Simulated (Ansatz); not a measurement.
# ZrTi5C6: the cost of one run

Program: Ansatz 0.2.0. Level of theory: DFT PBE, scalar-relativistic, plane waves, PAW, unless a step names another level. These are calculated values, not measurements.

1 further run of the same task is left out (set aside as unsound or not needed).

**1. The starting structure**

It takes space group P4/mmm (No. 123, tetragonal). Conventional cell: a = 3.124 Å, b = 3.124 Å, c = 13.180 Å, α = 90.00°, β = 90.00°, γ = 90.00°. Zr (site symmetry 4/mmm) has 6 C at 2.21 to 2.31 Å as nearest neighbours. Ti (site symmetry 4mm) has 6 C at 2.13 to 2.21 Å as nearest neighbours. Ti (site symmetry 4mm) is surrounded by 6 C at 2.13 to 2.30 Å. Around Ti (site symmetry 4/mmm) lie 6 C at 2.15 to 2.21 Å. C (site symmetry 4mm) has 5 Ti at 2.13 to 2.21 Å and 1 Zr at 2.31 Å as nearest neighbours. Around C (site symmetry 4/mmm) lie 4 Zr at 2.21 Å and 2 Ti at 2.30 Å. Around C (site symmetry 4mm) lie 6 Ti at 2.13 to 2.21 Å. Around C (site symmetry 4/mmm) lie 6 Ti at 2.14 to 2.21 Å.

As a file:

```cif
data_structure
_symmetry_space_group_name_H-M 'P 1'
_symmetry_Int_Tables_number 1
_cell_length_a 3.1239
_cell_length_b 3.1239
_cell_length_c 13.1799
_cell_angle_alpha 90.000
_cell_angle_beta 90.000
_cell_angle_gamma 90.000
_cell_volume 128.62
loop_
_atom_site_label
_atom_site_type_symbol
_atom_site_fract_x
_atom_site_fract_y
_atom_site_fract_z
_atom_site_occupancy
Zr1 Zr 0.00000 0.00000 0.00000 1
Ti1 Ti 0.00000 0.00000 0.66264 1
Ti2 Ti 0.50000 0.50000 0.82515 1
Ti3 Ti 0.50000 0.50000 0.17485 1
Ti4 Ti 0.00000 0.00000 0.33736 1
Ti5 Ti 0.50000 0.50000 0.50000 1
C1 C 0.00000 0.00000 0.82457 1
C2 C 0.50000 0.50000 0.00000 1
C3 C 0.00000 0.00000 0.17543 1
C4 C 0.50000 0.50000 0.33669 1
C5 C 0.00000 0.00000 0.50000 1
C6 C 0.50000 0.50000 0.66331 1
```

It is the end of an earlier relaxation with the same method, from a generated guess; it is a trial structure. At a tolerance of 0.05 Å it has space group P4/mmm (No. 123); it has 10.72 Å³/atom, an uncorrected energy of -0.78 eV/atom over the elements.

**2. Electronic structure at the relaxed geometry**

input.yaml

```yaml
crystal:
  lattice:
    - [3.1239200658, 0.0, 0.0]
    - [0.0, 3.1239200658, 0.0]
    - [0.0, 0.0, 13.1798730865]
  atoms:
    - { symbol: Zr, position: [0.0, 0.0, 0.0] }
    - { symbol: Ti, position: [0.0, 0.0, 0.6626395583] }
    - { symbol: Ti, position: [0.5, 0.5, 0.8251531163] }
    - { symbol: Ti, position: [0.5, 0.5, 0.1748468837] }
    - { symbol: Ti, position: [0.0, 0.0, 0.3373604417] }
    - { symbol: Ti, position: [0.5, 0.5, 0.5] }
    - { symbol: C, position: [0.0, 0.0, 0.8245727341] }
    - { symbol: C, position: [0.5, 0.5, 0.0] }
    - { symbol: C, position: [0.0, 0.0, 0.1754272659] }
    - { symbol: C, position: [0.5, 0.5, 0.3366852662] }
    - { symbol: C, position: [0.0, 0.0, 0.5] }
    - { symbol: C, position: [0.5, 0.5, 0.6633147338] }
basis:
  ecutwfc: 420
kpoints:
  mp_grid: { grid: [12, 12, 4] }
  band_path:
    path:
      - [[0.0, 0.0, 0.0], [0.0, 0.5, 0.0], [0.5, 0.5, 0.0], [0.0, 0.0, 0.0], [0.0, 0.0, 0.5], [0.0, 0.5, 0.5], [0.5, 0.5, 0.5], [0.0, 0.0, 0.5]]
      - [[0.0, 0.5, 0.0], [0.0, 0.5, 0.5]]
      - [[0.5, 0.5, 0.0], [0.5, 0.5, 0.5]]
    npoints: 10
hamiltonian:
  xc: pbe
scf:
  occupations: { method: gaussian, width: 0.1 }
  n_extra_bands: 30
output:
  forces: true
  stress: true
  eigenvalues: true
  populations: true
  dos: { projected: true, de: 0.02, nscf_kmesh: { grid: [15, 15, 5] } }
  bader: false
```

Started as:

```sh
$ ansatz run input.yaml --threads 1 --pin off --max-ram 2560MiB --backend cpu --events-out ev --progress --plain --runs-dir out
```

What time and memory should one allow on 1 thread of AMD EPYC (Zen 3), shared host?

About 3.1 min, with a peak of 1 GiB.
